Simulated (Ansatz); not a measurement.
Born–Oppenheimer molecular dynamics of a periodic cell of 13 atoms, Al8Cu4P (surface Al2Cu(111), adsorbate P). It goes on from the last frame of an earlier run, with new velocities.

All numbers below come from DFT PBEsol, scalar-relativistic, plane waves, PAW in Ansatz 0.2.0. Settings: PAW set soft_1, cutoff 420 eV, k mesh 2x2x1, fermi-dirac smearing 0.15 eV, no spin polarisation.

```yaml
ensemble: NVT, Langevin thermostat
time_step: 2 fs
steps_asked: 200
set_temperature: 2400 K
friction: 0.01 /fs
atoms_held: 6 to 6
seed: 386557
```

Frames 4 fs apart, positions in Å, forces in eV/Å.

Velocities at 340.0 fs (Å/ps):

```
Al 11.46 -10.09 -9.95
Al -1.43 6.62 -0.42
Cu -0.19 -10.96 -2.13
Al 19.72 0.13 -2.52
Al -3.16 1.87 -13.67
Cu 0.00 0.00 0.00
Al 0.64 -5.96 -2.88
Al 7.41 6.24 7.50
Cu -1.43 6.33 12.29
Al 7.77 -10.00 16.29
Al 4.18 -7.44 2.23
Cu 4.85 -6.59 -4.83
P -15.76 -14.50 7.03
```

```xyz
13
Lattice="5.7427 0.0000 0.0000 -2.8713 6.3843 0.0000 0.0000 0.0000 16.4880" Properties=species:S:1:pos:R:3:forces:R:3 time_fs=340.0 energy_less_start_eV=1.691 T=2899
Al 1.039 5.077 2.567 0.96 -0.74 0.76
Al -1.571 5.388 2.522 -0.58 -0.94 0.01
Cu 2.445 3.082 3.434 0.01 -0.04 -0.73
Al 1.379 1.401 1.735 -1.66 2.07 -0.03
Al 4.039 1.784 2.076 0.68 -0.51 -0.13
Cu 2.871 0.000 1.000 0.85 -0.50 -0.83
Al 2.329 -0.833 5.307 -1.52 -1.68 0.05
Al 5.104 -3.271 6.020 0.09 0.50 -0.78
Cu -0.828 3.313 3.650 0.57 0.11 0.36
Al -1.568 0.513 4.872 1.18 2.36 -0.51
Al 1.109 1.325 4.288 -0.94 -0.47 0.48
Cu -0.106 -1.215 4.427 0.47 0.33 0.61
P 5.339 3.291 5.941 -0.12 -0.48 0.74
13
Lattice="5.7427 0.0000 0.0000 -2.8713 6.3843 0.0000 0.0000 0.0000 16.4880" Properties=species:S:1:pos:R:3:forces:R:3 time_fs=344.0 energy_less_start_eV=1.806 T=2637
Al 1.083 5.043 2.524 0.71 -0.70 0.77
Al -1.575 5.409 2.534 -0.30 -0.95 -0.16
Cu 2.445 3.042 3.426 0.02 0.10 -0.58
Al 1.456 1.410 1.722 -2.25 2.36 0.25
Al 4.031 1.786 2.037 1.11 -0.25 0.21
Cu 2.871 0.000 1.000 1.16 -1.00 -1.02
Al 2.327 -0.863 5.291 -1.41 -1.77 0.08
Al 5.125 -3.247 6.048 0.05 0.39 -0.88
Cu -0.828 3.339 3.697 0.40 -0.07 -0.02
Al -1.538 0.478 4.934 1.14 2.23 -0.46
Al 1.121 1.293 4.295 -0.91 -0.30 0.41
Cu -0.090 -1.241 4.404 0.33 0.28 0.73
P 5.269 3.235 5.971 -0.06 -0.34 0.68
13
Lattice="5.7427 0.0000 0.0000 -2.8713 6.3843 0.0000 0.0000 0.0000 16.4880" Properties=species:S:1:pos:R:3:forces:R:3 time_fs=348.0 energy_less_start_eV=1.828 T=2663
Al 1.133 5.008 2.476 0.49 -0.66 0.75
Al -1.569 5.433 2.561 -0.03 -0.80 -0.49
Cu 2.445 3.002 3.416 0.04 0.24 -0.41
Al 1.521 1.446 1.701 -2.69 2.36 0.47
Al 4.037 1.786 2.012 1.44 -0.10 0.39
Cu 2.871 0.000 1.000 1.32 -1.35 -1.08
Al 2.307 -0.895 5.269 -1.00 -1.63 0.15
Al 5.139 -3.224 6.063 0.04 0.30 -0.93
Cu -0.830 3.368 3.735 0.31 -0.20 -0.26
Al -1.509 0.468 4.985 0.88 1.88 -0.35
Al 1.123 1.254 4.302 -0.83 -0.06 0.30
Cu -0.079 -1.266 4.383 0.07 0.29 0.86
P 5.189 3.179 5.999 -0.03 -0.27 0.59
13
Lattice="5.7427 0.0000 0.0000 -2.8713 6.3843 0.0000 0.0000 0.0000 16.4880" Properties=species:S:1:pos:R:3:forces:R:3 time_fs=352.0 energy_less_start_eV=1.750 T=3207
Al 1.198 4.961 2.449 0.11 -0.50 0.55
Al -1.564 5.474 2.584 0.26 -0.73 -0.80
Cu 2.448 2.969 3.409 0.03 0.27 -0.16
Al 1.562 1.509 1.668 -2.81 2.07 0.57
Al 4.052 1.790 1.991 1.64 -0.03 0.49
Cu 2.871 0.000 1.000 1.32 -1.48 -0.87
Al 2.279 -0.922 5.259 -0.49 -1.45 0.28
Al 5.157 -3.194 6.071 0.08 0.20 -0.93
Cu -0.835 3.399 3.778 0.23 -0.30 -0.45
Al -1.483 0.476 5.033 0.56 1.50 -0.24
Al 1.110 1.204 4.313 -0.67 0.34 0.14
Cu -0.064 -1.285 4.370 -0.21 0.33 1.00
P 5.102 3.119 6.038 -0.05 -0.21 0.43
13
Lattice="5.7427 0.0000 0.0000 -2.8713 6.3843 0.0000 0.0000 0.0000 16.4880" Properties=species:S:1:pos:R:3:forces:R:3 time_fs=356.0 energy_less_start_eV=1.635 T=2747
Al 1.260 4.911 2.431 -0.22 -0.32 0.32
Al -1.546 5.510 2.601 0.41 -0.66 -0.98
Cu 2.446 2.939 3.408 0.09 0.28 0.08
Al 1.571 1.587 1.635 -2.65 1.49 0.52
Al 4.058 1.799 1.955 1.75 0.04 0.58
Cu 2.871 0.000 1.000 1.12 -1.32 -0.57
Al 2.247 -0.955 5.263 0.02 -1.18 0.43
Al 5.181 -3.173 6.066 0.14 0.11 -0.90
Cu -0.838 3.426 3.822 0.16 -0.47 -0.56
Al -1.465 0.498 5.083 0.26 1.14 -0.17
Al 1.098 1.159 4.336 -0.51 0.65 0.00
Cu -0.050 -1.300 4.364 -0.46 0.42 1.03
P 5.019 3.070 6.095 -0.09 -0.18 0.22
13
Lattice="5.7427 0.0000 0.0000 -2.8713 6.3843 0.0000 0.0000 0.0000 16.4880" Properties=species:S:1:pos:R:3:forces:R:3 time_fs=360.0 energy_less_start_eV=1.550 T=2730
Al 1.319 4.860 2.412 -0.49 -0.14 0.11
Al -1.518 5.541 2.611 0.42 -0.64 -1.04
Cu 2.449 2.911 3.406 0.16 0.28 0.35
Al 1.561 1.673 1.619 -2.35 0.82 0.32
Al 4.066 1.800 1.924 1.76 0.09 0.64
Cu 2.871 0.000 1.000 0.85 -1.00 -0.32
Al 2.220 -0.991 5.263 0.45 -0.83 0.62
Al 5.203 -3.161 6.052 0.18 0.05 -0.85
Cu -0.846 3.455 3.858 0.13 -0.73 -0.62
Al -1.451 0.525 5.140 0.03 0.84 -0.13
Al 1.078 1.123 4.360 -0.35 0.87 -0.06
Cu -0.035 -1.314 4.363 -0.71 0.55 0.97
P 4.938 3.030 6.161 -0.09 -0.16 0.01
13
Lattice="5.7427 0.0000 0.0000 -2.8713 6.3843 0.0000 0.0000 0.0000 16.4880" Properties=species:S:1:pos:R:3:forces:R:3 time_fs=364.0 energy_less_start_eV=1.570 T=2543
Al 1.381 4.821 2.395 -0.67 0.01 -0.05
Al -1.488 5.569 2.618 0.39 -0.63 -1.06
Cu 2.462 2.879 3.401 0.21 0.34 0.69
Al 1.550 1.755 1.614 -2.09 0.24 0.06
Al 4.079 1.796 1.908 1.72 0.08 0.63
Cu 2.871 0.000 1.000 0.67 -0.71 -0.17
Al 2.188 -1.022 5.265 0.84 -0.43 0.88
Al 5.226 -3.158 6.022 0.16 -0.01 -0.79
Cu -0.859 3.485 3.890 0.13 -1.05 -0.69
Al -1.448 0.544 5.193 -0.17 0.62 -0.10
Al 1.034 1.098 4.373 -0.18 1.05 -0.09
Cu -0.014 -1.323 4.366 -0.99 0.64 0.84
P 4.859 2.998 6.226 -0.02 -0.16 -0.15
13
Lattice="5.7427 0.0000 0.0000 -2.8713 6.3843 0.0000 0.0000 0.0000 16.4880" Properties=species:S:1:pos:R:3:forces:R:3 time_fs=368.0 energy_less_start_eV=1.645 T=2545
Al 1.448 4.783 2.383 -0.82 0.19 -0.21
Al -1.452 5.597 2.613 0.20 -0.72 -0.82
Cu 2.485 2.850 3.401 0.16 0.27 0.91
Al 1.529 1.828 1.595 -1.81 -0.13 -0.05
Al 4.090 1.801 1.901 1.64 0.03 0.56
Cu 2.871 0.000 1.000 0.65 -0.44 -0.13
Al 2.162 -1.065 5.272 1.12 0.15 1.15
Al 5.259 -3.156 5.980 0.04 -0.09 -0.69
Cu -0.859 3.509 3.923 0.12 -1.43 -0.90
Al -1.446 0.556 5.231 -0.44 0.46 -0.03
Al 0.975 1.077 4.378 0.11 1.15 -0.14
Cu -0.002 -1.331 4.376 -1.12 0.75 0.56
P 4.792 2.967 6.286 0.15 -0.19 -0.22
13
Lattice="5.7427 0.0000 0.0000 -2.8713 6.3843 0.0000 0.0000 0.0000 16.4880" Properties=species:S:1:pos:R:3:forces:R:3 time_fs=372.0 energy_less_start_eV=1.784 T=2343
Al 1.519 4.751 2.368 -0.90 0.34 -0.30
Al -1.412 5.624 2.594 -0.10 -0.84 -0.35
Cu 2.516 2.822 3.412 0.03 0.16 0.91
Al 1.506 1.889 1.576 -1.51 -0.35 -0.05
Al 4.109 1.813 1.898 1.50 -0.05 0.47
Cu 2.871 0.000 1.000 0.76 -0.16 -0.21
Al 2.139 -1.098 5.284 1.36 0.64 1.40
Al 5.290 -3.153 5.920 -0.19 -0.21 -0.49
Cu -0.851 3.526 3.949 0.13 -1.76 -1.09
Al -1.435 0.568 5.260 -0.75 0.31 0.06
Al 0.919 1.065 4.386 0.43 1.18 -0.27
Cu 0.013 -1.344 4.395 -1.19 0.95 0.16
P 4.726 2.935 6.345 0.42 -0.21 -0.26
13
Lattice="5.7427 0.0000 0.0000 -2.8713 6.3843 0.0000 0.0000 0.0000 16.4880" Properties=species:S:1:pos:R:3:forces:R:3 time_fs=376.0 energy_less_start_eV=1.930 T=2281
Al 1.593 4.727 2.356 -0.94 0.46 -0.38
Al -1.384 5.645 2.579 -0.36 -0.90 0.08
Cu 2.553 2.796 3.429 -0.13 -0.01 0.72
Al 1.467 1.935 1.569 -1.13 -0.48 0.04
Al 4.142 1.825 1.903 1.27 -0.15 0.37
Cu 2.871 0.000 1.000 0.89 0.11 -0.28
Al 2.133 -1.119 5.295 1.45 1.00 1.54
Al 5.324 -3.153 5.860 -0.55 -0.33 -0.22
Cu -0.833 3.533 3.972 0.14 -1.97 -1.20
Al -1.436 0.590 5.291 -0.98 0.18 0.13
Al 0.862 1.067 4.393 0.74 1.11 -0.42
Cu 0.026 -1.361 4.412 -1.20 1.23 -0.16
P 4.663 2.907 6.397 0.80 -0.23 -0.20
13
Lattice="5.7427 0.0000 0.0000 -2.8713 6.3843 0.0000 0.0000 0.0000 16.4880" Properties=species:S:1:pos:R:3:forces:R:3 time_fs=380.0 energy_less_start_eV=2.056 T=1813
Al 1.659 4.721 2.337 -0.91 0.49 -0.39
Al -1.360 5.655 2.574 -0.52 -0.89 0.36
Cu 2.597 2.777 3.447 -0.34 -0.15 0.43
Al 1.412 1.984 1.576 -0.77 -0.62 0.14
Al 4.173 1.831 1.915 1.06 -0.24 0.26
Cu 2.871 0.000 1.000 0.95 0.34 -0.33
Al 2.138 -1.125 5.317 1.40 1.12 1.47
Al 5.344 -3.144 5.811 -0.90 -0.48 0.10
Cu -0.815 3.529 3.988 0.18 -1.96 -1.15
Al -1.442 0.615 5.326 -1.15 0.03 0.17
Al 0.804 1.074 4.387 1.02 1.01 -0.56
Cu 0.041 -1.379 4.424 -1.14 1.56 -0.42
P 4.608 2.880 6.438 1.12 -0.22 -0.09
13
Lattice="5.7427 0.0000 0.0000 -2.8713 6.3843 0.0000 0.0000 0.0000 16.4880" Properties=species:S:1:pos:R:3:forces:R:3 time_fs=384.0 energy_less_start_eV=2.170 T=2042
Al 1.721 4.738 2.318 -0.87 0.41 -0.37
Al -1.331 5.663 2.583 -0.61 -0.87 0.56
Cu 2.637 2.759 3.466 -0.56 -0.23 0.04
Al 1.356 2.019 1.578 -0.47 -0.64 0.28
Al 4.196 1.831 1.930 0.93 -0.31 0.17
Cu 2.871 0.000 1.000 0.99 0.48 -0.38
Al 2.159 -1.126 5.352 1.16 1.10 1.26
Al 5.351 -3.128 5.758 -1.05 -0.74 0.63
Cu -0.787 3.528 3.997 0.17 -1.85 -1.03
Al -1.455 0.646 5.350 -1.32 -0.13 0.21
Al 0.741 1.082 4.371 1.29 0.90 -0.68
Cu 0.047 -1.396 4.435 -0.86 1.99 -0.67
P 4.569 2.852 6.469 1.19 -0.11 -0.02
```

Of the whole run (400 fs, mean temperature of the second half 2250 K): A run of 0.4 ps of so small a system gives no equilibrium averages. Limits of this set-up: coarse k mesh, thin slab, slab without dipole correction, odd electron count without spin, PAW files made for another functional.

Run time: 32 min on 1 thread of Arm Neoverse V1, on a shared host, peak memory 0.88 GiB.
